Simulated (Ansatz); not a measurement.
# CaHI: a short molecular-dynamics run

What does CaHI do over 20 steps of 0.5 fs under a Langevin thermostat at 2000 K? The cell is a randomly packed cell of 12 atoms, taken as it stands, without a relaxation.

Program: Ansatz 0.2.0. Level of theory: DFT PBE, plane waves, PAW, scalar-relativistic, no spin polarisation. These are calculated values, not measurements.

**1. The structure to begin with**

The cell holds 12 atoms (Ca4H4I4): a = 7.108 Å, b = 6.713 Å, c = 6.711 Å, α = 70.95°, β = 94.97°, γ = 99.03°.

Coordinates:

```cif
data_structure
_symmetry_space_group_name_H-M 'P 1'
_symmetry_Int_Tables_number 1
_cell_length_a 7.1082
_cell_length_b 6.7126
_cell_length_c 6.7114
_cell_angle_alpha 70.955
_cell_angle_beta 94.971
_cell_angle_gamma 99.029
_cell_volume 298.74
loop_
_atom_site_label
_atom_site_type_symbol
_atom_site_fract_x
_atom_site_fract_y
_atom_site_fract_z
_atom_site_occupancy
Ca1 Ca 0.71778 0.37809 0.11593 1
Ca2 Ca 0.91377 0.65382 0.61228 1
Ca3 Ca 0.58205 0.99244 0.63050 1
Ca4 Ca 0.04251 0.13456 0.83025 1
H1 H 0.81108 0.77719 0.90812 1
H2 H 0.07343 0.35480 0.08942 1
H3 H 0.02926 0.32278 0.34442 1
H4 H 0.41014 0.06180 0.06072 1
I1 I 0.63389 0.82542 0.18899 1
I2 I 0.24290 0.69510 0.00503 1
I3 I 0.32532 0.48617 0.47674 1
I4 I 0.19898 0.06174 0.32093 1
```

**2. The run**

input.yaml

```yaml
crystal:
  lattice:
    - [7.086493, -0.445241, -0.332455]
    - [-0.59308, 6.605982, 1.033381]
    - [-0.199739, 1.174227, 6.604897]
  atoms:
    - { symbol: Ca, position: [0.717779, 0.378089, 0.115935] }
    - { symbol: Ca, position: [0.913772, 0.653816, 0.612283] }
    - { symbol: Ca, position: [0.582053, 0.992441, 0.630496] }
    - { symbol: Ca, position: [0.042508, 0.134557, 0.830248] }
    - { symbol: H, position: [0.811083, 0.777194, 0.908121] }
    - { symbol: H, position: [0.07343, 0.354795, 0.089417] }
    - { symbol: H, position: [0.029256, 0.322782, 0.34442] }
    - { symbol: H, position: [0.41014, 0.061797, 0.060721] }
    - { symbol: I, position: [0.633892, 0.825423, 0.18899] }
    - { symbol: I, position: [0.242896, 0.695105, 0.005029] }
    - { symbol: I, position: [0.32532, 0.486173, 0.476738] }
    - { symbol: I, position: [0.198984, 0.061742, 0.320927] }
kpoints:
  mp_grid: { grid: [2, 3, 3] }
magnetization:
  spin_polarized: false
scf:
  occupations: { method: cold, width: 0.15 }
hamiltonian:
  pseudopotentials: { kind: paw }
  xc: pbe
basis:
  ecutwfc: 420
md:
  timestep: 0.5
  n_steps: 20
  ensemble: nvt_langevin
  temperature: 2000.0
  initial_velocities: maxwell_boltzmann
  seed: 985532
```

Command:

```bash
ansatz run input.yaml --threads 2 --pin off --max-ram 2560MiB --backend cpu --events-out ev --progress --plain --runs-dir out
```

Q: Predict the outcome of this session. Wanted: temperature, first and last step; temperature, second half; potential energy, second half; mean square displacement, second half.

**Answer**, as computed:

| quantity | value |
| --- | --- |
| length | 20 steps of 0.5 fs |
| temperature, first and last step | 1833 and 4622 K |
| temperature, second half | mean 3636 K, from 2776 to 4622 K |
| potential energy, second half | -240 meV/atom from the start |
| mean square displacement, second half | H 0.434, Ca 0.004, I 0.004 Å² |

Against a set 2000 K the second half averages 3636 K, going from 2776 to 4622 K over that half; the potential energy of that half lies 240 meV/atom under the start, so the atoms have moved to lower-lying arrangements, and the energy set free heats the cell. Over the second half H atoms stand 0.7 Å (root mean square) from where they began, and the farthest move is 1.1 Å. 10 fs on 12 atoms is far too short and small for converged averages. The nuclei move classically, without zero-point motion, which matters most for hydrogen.
